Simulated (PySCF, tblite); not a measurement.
# C6H7F2O radical: geometry, infrared bands and EPR parameters

What infrared bands and EPR parameters should C6H7F2O radical (`F[C@@H]1C[C@H](F)[C]2O[C@@H]2C1`) show?

Programs: tblite 0.8.0 and PySCF 2.14.0, with density-fitted response routines of our own. Each step states its level of theory. These are calculated values for one molecule in the gas phase, unless marked as measured. Atoms count from 0, in the outputs and in this text.

## (1) The starting structure

16 atoms, charge 0, multiplicity 2; geometry from: force field or distance geometry start.

Bonds of the start (Å): F0–C1 1.39, C1–C2 1.51, C2–C3 1.52, C3–F4 1.37, C3–C5 1.53, C5–O6 1.40, O6–C7 1.40, C7–C8 1.49, C8–C1 1.51, C7–C5 1.52, C1–H9 1.11, C2–H10 1.13, C2–H11 1.10, C3–H12 1.10, C7–H13 1.11, C8–H14 1.11, C8–H15 1.12.

## (2) Geometry optimisation with GFN2-xTB

Job settings and geometry (Å):

```
{"job": {"kind": "relax", "xc": "GFN2-xTB", "basis": "xTB"}, "charge": 0, "multiplicity": 2}
F      0.332500     1.346000     1.793200
C      0.171100     1.147700     0.428300
C     -1.196100     0.551300     0.216700
C     -1.028100    -0.485600    -0.886800
F     -2.227500    -0.854500    -1.445900
C     -0.271500    -1.691800    -0.333000
O     -0.034800    -1.595400     1.048200
C      1.046900    -1.207800     0.247200
C      1.290100     0.239100    -0.022100
H      0.184600     2.099900    -0.136500
H     -1.942300     1.337700    -0.087400
H     -1.522500     0.024900     1.128700
H     -0.428300     0.010900    -1.661500
H      1.912300    -1.895500     0.252900
H      1.503200     0.419100    -1.093000
H      2.202800     0.563300     0.539600
```

The run is started by

```bash
$ OMP_NUM_THREADS=1 python probes_run.py task.json out
```

One launch serves the whole session: the jobs run in the order shown.

What it wrote:

```text
step      E/eV     max force
  0    -811.48963    3.195
  1    -811.72807    1.137
  2    -811.79593    0.646
  3    -811.84742    0.534
  4    -811.88408    0.521
  5    -811.91356    0.501
  6    -811.93565    0.346
  7    -811.95197    0.321
  8    -811.96870    0.357
  9    -811.98478    0.371
 10    -812.00220    0.379
 11    -812.02468    0.438
 12    -812.05169    0.515
 13    -812.07588    0.422
 14    -812.09060    0.255
 15    -812.09900    0.187
 16    -812.10673    0.218
 17    -812.11608    0.205
 18    -812.12510    0.208
 19    -812.13244    0.202
 20    -812.13789    0.176
 21    -812.14174    0.125
 22    -812.14450    0.115
 23    -812.14644    0.114
 24    -812.14777    0.085
 25    -812.14879    0.081
 26    -812.14951    0.063
 27    -812.14991    0.057
 28    -812.15016    0.041
 29    -812.15038    0.040
 30    -812.15066    0.034
 31    -812.15084    0.025
 32    -812.15097    0.025
 33    -812.15107    0.029
 34    -812.15120    0.026
 35    -812.15131    0.021
 36    -812.15139    0.021
 37    -812.15144    0.017
 38    -812.15148    0.018
 39    -812.15154    0.017
 40    -812.15159    0.018
 41    -812.15162    0.014
 42    -812.15165    0.012
 43    -812.15167    0.012
 44    -812.15170    0.012
 45    -812.15173    0.013
 46    -812.15176    0.013
 47    -812.15180    0.018
 48    -812.15186    0.023
 49    -812.15194    0.022
 50    -812.15204    0.031
 51    -812.15216    0.036
 52    -812.15238    0.042
 53    -812.15289    0.076
 54    -812.15399    0.169
 55    -812.15579    0.190
 56    -812.15972    0.515
 57    -812.12605    0.871
 58    -812.17242    0.182
 59    -812.17671    0.431
 60    -812.18508    0.352
 61    -812.20969    0.310
 62    -812.17814    1.087
 63    -812.22175    0.534
 64    -812.22968    0.190
 65    -812.24091    0.245
 66    -812.25038    0.596
 67    -812.26042    0.482
 68    -812.28584    0.234
 69    -812.30083    0.245
 70    -812.30946    0.205
 71    -812.31220    0.345
 72    -812.31688    0.289
 73    -812.32259    0.162
 74    -812.32677    0.135
 75    -812.33241    0.158
 76    -812.33662    0.158
 77    -812.34096    0.174
 78    -812.34466    0.160
 79    -812.34771    0.105
 80    -812.34941    0.086
 81    -812.35044    0.068
 82    -812.35098    0.052
 83    -812.35130    0.036
 84    -812.35153    0.039
 85    -812.35169    0.030
 86    -812.35179    0.021
 87    -812.35185    0.015
 88    -812.35188    0.009
```

It took 1.5 s on 1 thread of Intel Xeon at 2.50GHz, shared host.

Along the way: (not every step is listed) (the energy doesn't fall at every step)

```
step  energy from step 0 (eV)  largest force (eV/Å)
   0                   0.0000                3.1947
   1                  -0.2384                1.1366
   2                  -0.3063                0.6463
   3                  -0.3578                0.5335
   4                  -0.3945                0.5211
   5                  -0.4239                0.5010
   6                  -0.4460                0.3458
   7                  -0.4623                0.3211
   8                  -0.4791                0.3572
  15                  -0.6094                0.1870
  22                  -0.6549                0.1147
  29                  -0.6608                0.0405
  36                  -0.6618                0.0207
  43                  -0.6620                0.0117
  50                  -0.6624                0.0306
  57                  -0.6364                0.8710
  64                  -0.7400                0.1904
  71                  -0.8226                0.3445
  78                  -0.8550                0.1600
  83                  -0.8617                0.0362
  84                  -0.8619                0.0393
  85                  -0.8621                0.0301
  86                  -0.8622                0.0206
  87                  -0.8622                0.0154
  88                  -0.8623                0.0091
```

Close pairs (by a distance rule), those that changed most:

```csv
bond,before (Å),after (Å),change (Å)
C5–C7,1.520,1.455,-0.065
C5–O6,1.405,1.360,-0.045
C3–C5,1.528,1.493,-0.035
C2–H10,1.126,1.091,-0.035
O6–C7,1.401,1.428,+0.028
C8–H15,1.120,1.093,-0.026
C7–C8,1.492,1.515,+0.024
C7–H13,1.105,1.084,-0.022
```

The final coordinates are the input of the step that follows.

## (3) Infrared spectrum with GFN2-xTB

Job settings and geometry (Å):

```
{"job": {"kind": "ir", "xc": "GFN2-xTB", "basis": "xTB"}, "charge": 0, "multiplicity": 2}
F      0.331373     2.310612     0.937180
C      0.263807     1.197668     0.125199
C     -1.128279     0.582609     0.240859
C     -1.292812    -0.534279    -0.805674
F     -2.486932    -1.176074    -0.598372
C     -0.138187    -1.473969    -0.694868
O      0.271948    -2.026041     0.478155
C      1.168493    -1.117969    -0.163246
C      1.360788     0.212772     0.535947
H      0.435060     1.562953    -0.897436
H     -1.891569     1.346182     0.082955
H     -1.264282     0.150922     1.234982
H     -1.333403    -0.124167    -1.824123
H      2.050330    -1.590970    -0.579508
H      2.340231     0.627463     0.299071
H      1.305833     0.061231     1.617470
```

What it wrote:

```text
mode    cm-1     km/mol
  1      89.7      1.20
  2     148.4      9.71
  3     207.6      0.43
  4     274.3      8.06
  5     342.7      0.79
  6     393.2      5.59
  7     406.6      0.75
  8     434.8      2.37
  9     475.1     14.37
 10     596.1     21.21
 11     634.2      5.39
 12     823.5      3.82
 13     876.2      2.18
 14     908.6     12.37
 15     929.0     23.21
 16     982.7     27.98
 17    1016.0      6.52
 18    1027.1    111.39
 19    1059.1     26.91
 20    1059.9     33.89
 21    1064.7     54.32
 22    1108.0      3.43
 23    1133.2      8.14
 24    1149.5     13.76
 25    1200.4      3.59
 26    1238.8      0.78
 27    1261.4      2.54
 28    1273.5      1.12
 29    1278.5      8.49
 30    1298.2     11.32
 31    1316.7     18.71
 32    1327.9     36.26
 33    1453.3      8.23
 34    1465.6      6.00
 35    1515.8     58.84
 36    2895.6     27.03
 37    2905.5     38.00
 38    2977.6      5.82
 39    2993.2     14.50
 40    2997.3      6.81
 41    3014.3     10.83
 42    3037.6     25.12
```

Run time: 1.4 s. Hardware: 1 thread of Intel Xeon at 2.50GHz, shared host.

Which atoms move in the most intense modes:

| cm⁻¹ | km/mol | atoms |
| --- | --- | --- |
| 983 | 28.0 | C2 15 %, C7 14 %, C5 13 %, C3 11 % |
| 1027 | 111.4 | C1 26 %, C3 22 %, F0 13 %, H10 12 % |
| 1060 | 33.9 | O6 24 %, C5 17 %, H12 14 %, H13 12 % |
| 1065 | 54.3 | C3 33 %, C1 15 %, H11 10 % |
| 1328 | 36.3 | H9 24 %, H14 13 %, C1 13 %, C8 12 % |
| 1516 | 58.8 | C5 50 %, C7 30 %, O6 13 % |
| 2896 | 27.0 | H9 90 % |
| 2906 | 38.0 | H12 90 % |

## (4) EPR parameters: B3LYP/pcH-1

The job, as its differences from that of step 3:

```diff
@@ -1,2 +1,2 @@
-{"job": {"kind": "ir", "xc": "GFN2-xTB", "basis": "xTB"}, "charge": 0, "multiplicity": 2}
+{"job": {"kind": "epr", "basis": "pcH-1"}, "charge": 0, "multiplicity": 2}
 F      0.331373     2.310612     0.937180
```

With the program's defaults for keys left out, this is: UKS B3LYP, pcH-1 on C F H O, non-relativistic, mean-field spin-orbit, GIAO.

What it wrote:

```text
UKS, coarse grid
  cycle   1  E = -507.54422279  |g| = 6.28e-01
  cycle   2  E = -507.24630260  |g| = 1.14e+00
  cycle   3  E = -507.66678176  |g| = 1.56e-01
  cycle   4  E = -507.67495592  |g| = 6.30e-02
  cycle   5  E = -507.67616114  |g| = 1.78e-02
  cycle   6  E = -507.67627296  |g| = 5.94e-03
  cycle   7  E = -507.67628993  |g| = 1.38e-03
  cycle   8  E = -507.67629212  |g| = 6.14e-04
UKS, final grid
  cycle   1  E = -507.67622698  |g| = 6.10e-04
  cycle   2  E = -507.67622688  |g| = 8.30e-04
  cycle   3  E = -507.67622715  |g| = 1.54e-04
  cycle   4  E = -507.67622716  |g| = 5.71e-05
  cycle   5  E = -507.67622717  |g| = 2.46e-05
E = -507.67622717 Eh   <S^2> = 0.7529 (exact 0.7500)
g shifts (ppm)      1          2          3
  rmc          -200       -200       -200
  gc             -3         21         -2
  oz_so         -79        755       2266
  total        -282        575       2063
hyperfine (MHz)  atom isotope    a_iso     a_fc   dipolar eigenvalues
    0   19F       4.60       4.60     -1.17     -0.61      1.78
    1   13C       2.19       2.19     -0.88     -0.71      1.58
    2   13C      30.00      30.00     -5.06     -4.70      9.77
    3   13C      28.25      28.25     -8.63     -7.57     16.20
    4   19F      20.46      20.46     -4.74     -3.57      8.31
    5   13C     397.97     397.97    -67.86    -62.94    130.80
    6   17O     -34.03     -34.03    -65.18     29.96     35.22
    7   13C      -4.27      -4.27     -2.96     -0.24      3.19
    8   13C      -3.95      -3.95     -1.28     -0.54      1.82
    9    1H       0.88       0.88     -2.16     -1.70      3.85
   10    1H      13.05      13.05     -3.53     -0.96      4.49
   11    1H      -2.71      -2.71     -4.21     -0.82      5.03
   12    1H       7.06       7.06     -7.48     -5.13     12.61
   13    1H       8.97       8.97     -5.45     -4.86     10.31
   14    1H      -0.70      -0.70     -1.70     -1.44      3.14
   15    1H       9.86       9.86     -2.59     -1.30      3.89
```

Run time: 3.4 min. Hardware: 1 thread of Intel Xeon at 2.50GHz, shared host; peak memory 0.97 GiB.

Principal g values 2.00204, 2.00289, 2.00438; g(iso) = 2.00310, against 2.00232 for a free electron.

Hyperfine couplings, nucleus by nucleus at this fixed geometry (no averaging over rotations):

| nuclei | isotope | a(iso) (MHz) | a(iso) (G, at g = 2.0023) | largest dipolar term (MHz) |
| --- | --- | --- | --- | --- |
| C5 | 13C | 398.0 | 142.0 | 130.8 |
| O6 | 17O | -34.0 | -12.1 | -65.2 |
| C2 | 13C | 30.0 | 10.7 | 9.8 |
| C3 | 13C | 28.3 | 10.1 | 16.2 |
| F4 | 19F | 20.5 | 7.3 | 8.3 |
| H10 | 1H | 13.0 | 4.7 | 4.5 |
| H15 | 1H | 9.9 | 3.5 | 3.9 |
| H13 | 1H | 9.0 | 3.2 | 10.3 |
| H12 | 1H | 7.1 | 2.5 | 12.6 |
| F0 | 19F | 4.6 | 1.6 | 1.8 |
| C7 | 13C | -4.3 | -1.5 | 3.2 |
| C8 | 13C | -4.0 | -1.4 | 1.8 |
| H11 | 1H | -2.7 | -1.0 | 5.0 |
| C1 | 13C | 2.2 | 0.8 | 1.6 |

Mulliken spin populations:

F0 0.00; C1 0.00; C2 0.04; C3 0.00; F4 0.00; C5 0.83; O6 0.14; C7 -0.03; C8 0.00; H9 0.00; H10 0.01; H11 0.00; H12 0.00; H13 0.00; H14 0.00; H15 0.00

In first order the couplings over 0.8 MHz of 19F, 1H give 200 distinct lines over 24.1 G.

The fields below are evaluated on a grid from the run's orbitals.

ELF in a plane through or near 7 of the atoms.

Ten even steps from ' ' (0.00) to '@' (1.00):
```
                                                        
                                                        
                                                        
                        ..--==++==::..                  
                ::..    --**%%%%%%##==                  
            ::**@@%%==  ..++%%==%%##++                  
            %%@@@@@@@@--..::##%%++::                    
            ##@@@@@@@@**####....==....--****--          
              ::**##**--%%@@--++@@****@@@@@@%%==        
                ::##@@%%++----++**==::@@@@@@%%==        
        ::====::--==++%%::    ::##**++**##**--..        
      ..==##%%####::::####==++**==**##::                
        ==##%%%%**--**%%--::####++--%%%%==..            
        ::==####--  --##::--====--%%@@@@%%++            
            ....    ==%%%%##--..  ==%%@@@@**            
                  ..==##**++..      ::**++..            
                    ::--::..                            
                                                        
                                                        
                                                        
```
The map spans 10.4 Å across and 10.1 Å up, centred on the molecule. Atoms in the plane (x, y in Å): F0 (0.6, 2.4), C1 (0.3, 1.2), C3 (-1.5, -0.6), C5 (-0.3, -1.6), C7 (1.1, -1.2), C8 (1.5, 0.2), H10 (-1.8, 1.5).

log10 of the density (e/Å³) in the same plane.

Ten even steps from ' ' (-4.0) to '@' (1.4):
```
                                                        
                            ......                      
                        ..::------::..                  
                ......::==++++**++++==::                
          ..::::------==++**##%%%%**++--..              
        ....----========++**%%@@%%##++==::....          
        ..::==++************##%%##**++==----::..        
        ::::==++**##########%%%%##**++++++==--::..      
        ::--==++**##########%%%%########**++==--::      
      ..--====++**########****####@@%%####**==--::      
      --==++******##%%##********########**++==--::      
    ..==++**%%%%##%%@@################**++==--::..      
    ..--++**##%%##**####@@@@####@@%%##**++==::::        
      --==++******++**##%%@@##########**++==--::        
      ..----========++**********++****++==--::..        
        ....::::----==++++++++++========--::..          
                ..::--------------::::::....            
                    ....::::......                      
                                                        
                                                        
```
The map spans 10.4 Å across and 10.1 Å up, centred on the molecule. Atoms in the plane (x, y in Å): F0 (0.6, 2.4), C1 (0.3, 1.2), C3 (-1.5, -0.6), C5 (-0.3, -1.6), C7 (1.1, -1.2), C8 (1.5, 0.2), H10 (-1.8, 1.5).

On the surface of density 0.002 e/bohr³ the electrostatic potential runs, from the 1st to the 99th percentile, from -1.07 V near O6 to 1.34 V near H9.

The spin density lies nearest to C5 69 %; O6 16 %.

## (5) Summary of results

| quantity | value |
| --- | --- |
| strongest single infrared mode (GFN2-xTB) | 1027 cm⁻¹, 111 km/mol |
| zero-point energy (GFN2-xTB) | 75.2 kcal/mol |
| g(iso) (B3LYP) | 2.00310 |
| ⟨S²⟩ | 0.753 (exact 0.75) |
| largest a(iso) | 13C on C5, 398.0 MHz |
| surface potential, 1st and 99th percentile | -1.07 V and 1.34 V |

**Reading.** The optimisation took 88 steps and gained 0.862 eV; among the close pairs (by a distance rule), C5–C7 changed most, from 1.520 to 1.455 Å. No mode is imaginary among the 42: a minimum at this level. The strongest single mode, at 1027 cm⁻¹, is carried by C1, C3, F0, H10. Unscaled tight-binding wavenumbers are off by several per cent, some by more. Its intensities can rank the bands wrongly. Most of the unpaired spin sits on C5 (0.83 e). The isotropic g lies 0.8 ppt above the free-electron value.
